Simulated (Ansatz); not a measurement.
# Ge2SeN2: the cost of one run

Method: DFT PBE, scalar-relativistic, plane waves, PAW, in Ansatz 0.2.0.

### Step 1. The structure to begin with

It takes space group Cmc2_1 (No. 36, orthorhombic). Conventional cell: a = 11.278 Å, b = 5.903 Å, c = 5.183 Å, α = 90.00°, β = 90.00°, γ = 90.00°. Ge (site symmetry 1) is surrounded by 3 N at 1.85 to 1.88 Å and 1 Se at 2.38 Å. Around Se (site symmetry m) lie 2 Ge at 2.38 Å. N (site symmetry 1) has 3 Ge at 1.85 to 1.88 Å as nearest neighbours.

Coordinates:

```
Ge Se N
1.0
     5.63902    2.95154    5.18324
     5.63902   -2.95154   -5.18324
    -5.63902    8.85462   -5.18324
Ge Se N
16 8 16
Cartesian
  -3.5647 7.9698 -3.4535
  2.0743 5.0182 1.7297
  2.0743 5.0182 -3.4535
  7.7133 2.0667 1.7297
  3.5647 7.9698 -3.4535
  3.5647 2.0667 -3.4535
  -2.0743 5.0182 -3.4535
  3.5647 2.0667 1.7297
  -2.0743 6.7879 -6.0451
  3.5647 3.8364 -0.8619
  3.5647 3.8364 -6.0451
  9.2037 0.8848 -0.8619
  2.0743 6.7879 -6.0451
  7.7133 3.8364 -0.8619
  2.0743 6.7879 -0.8619
  2.0743 0.8848 -0.8619
  5.6390 1.2408 0.9020
  0.0000 4.1924 -4.2812
  5.6390 7.1439 -4.2812
  5.6390 1.2408 -4.2812
  0.0000 7.6138 -1.6896
  0.0000 1.7107 -1.6896
  5.6390 4.6623 -1.6896
  0.0000 7.6138 -6.8728
  2.4659 5.1470 -6.8353
  8.1049 2.1954 -1.6521
  2.4659 5.1470 -1.6521
  2.4659 -0.7561 -1.6521
  3.1731 8.0985 -1.6521
  3.1731 2.1954 -1.6521
  3.1731 2.1954 -6.8353
  8.8121 -0.7561 -1.6521
  8.8121 0.7561 0.9395
  3.1731 3.7076 -4.2437
  -2.4659 6.6592 -4.2437
  3.1731 3.7076 0.9395
  2.4659 0.7561 0.9395
  2.4659 6.6592 0.9395
  2.4659 6.6592 -4.2437
  2.4659 0.7561 -4.2437
```

The runs take a perfect supercell of 40 atoms; the defect goes to fractional position (0.649, 0.413, 0.062).

### Step 2. The perfect supercell

input.yaml

```yaml
crystal:
  lattice:
    - [5.639019, 2.951539, 5.183237]
    - [5.639019, -2.951539, -5.183237]
    - [-5.639019, 8.854617, -5.183237]
  atoms:
    - { symbol: Ge, position: [0.192407, 0.017064, 0.841623] }
    - { symbol: Ge, position: [0.692407, 0.017065, 0.341623] }
    - { symbol: Ge, position: [0.442407, 0.517065, 0.591623] }
    - { symbol: Ge, position: [0.942407, 0.517065, 0.091623] }
    - { symbol: Ge, position: [0.824559, 0.649216, 0.841623] }
    - { symbol: Ge, position: [0.324558, 0.649216, 0.341623] }
    - { symbol: Ge, position: [0.074557, 0.149215, 0.591623] }
    - { symbol: Ge, position: [0.574558, 0.149216, 0.091623] }
    - { symbol: Ge, position: [0.099452, 0.399215, 0.866517] }
    - { symbol: Ge, position: [0.599452, 0.399215, 0.366517] }
    - { symbol: Ge, position: [0.349454, 0.899216, 0.616517] }
    - { symbol: Ge, position: [0.849454, 0.899216, 0.116517] }
    - { symbol: Ge, position: [0.467301, 0.767064, 0.866517] }
    - { symbol: Ge, position: [0.967301, 0.767064, 0.366517] }
    - { symbol: Ge, position: [0.717303, 0.267065, 0.616517] }
    - { symbol: Ge, position: [0.217303, 0.267065, 0.116517] }
    - { symbol: Se, position: [0.648606, 0.412987, 0.061592] }
    - { symbol: Se, position: [0.148607, 0.412987, 0.561592] }
    - { symbol: Se, position: [0.898606, 0.912986, 0.811592] }
    - { symbol: Se, position: [0.398606, 0.912986, 0.311592] }
    - { symbol: Se, position: [0.563408, 0.162986, 0.726394] }
    - { symbol: Se, position: [0.063407, 0.162986, 0.226394] }
    - { symbol: Se, position: [0.813408, 0.662986, 0.476394] }
    - { symbol: Se, position: [0.313408, 0.662986, 0.976394] }
    - { symbol: "N", position: [0.324919, 0.878013, 0.76564] }
    - { symbol: "N", position: [0.824919, 0.878013, 0.26564] }
    - { symbol: "N", position: [0.574919, 0.378013, 0.51564] }
    - { symbol: "N", position: [0.074919, 0.378013, 0.01564] }
    - { symbol: "N", position: [0.887626, 0.44072, 0.76564] }
    - { symbol: "N", position: [0.387627, 0.44072, 0.265639] }
    - { symbol: "N", position: [0.137627, 0.94072, 0.515639] }
    - { symbol: "N", position: [0.637627, 0.94072, 0.015639] }
    - { symbol: "N", position: [0.890714, 0.69072, 0.018727] }
    - { symbol: "N", position: [0.390714, 0.69072, 0.518727] }
    - { symbol: "N", position: [0.140714, 0.19072, 0.768727] }
    - { symbol: "N", position: [0.640714, 0.19072, 0.268727] }
    - { symbol: "N", position: [0.328007, 0.128013, 0.018727] }
    - { symbol: "N", position: [0.828007, 0.128013, 0.518727] }
    - { symbol: "N", position: [0.578007, 0.628013, 0.768727] }
    - { symbol: "N", position: [0.078007, 0.628013, 0.268727] }
basis:
  ecutwfc: 420
  fft_grid_basis: typed
kpoints:
  mp_grid: { grid: [2, 2, 2] }
hamiltonian:
  xc: pbe
scf:
  occupations: { method: gaussian, width: 0.05 }
output:
  forces: true
  stress: false
  eigenvalues: true
  bader: false
  write_density: true
  volumetric_format: npy
```

On the command line:

```bash
> ansatz run input.yaml --threads 4 --pin off --max-ram 10240MiB --backend cpu --events-out ev --progress --plain --runs-dir out
```

Q: Estimate wall time and peak memory on 4 threads of Arm Neoverse V1, shared host.

About 23 s, with a peak of 3.7 GiB.
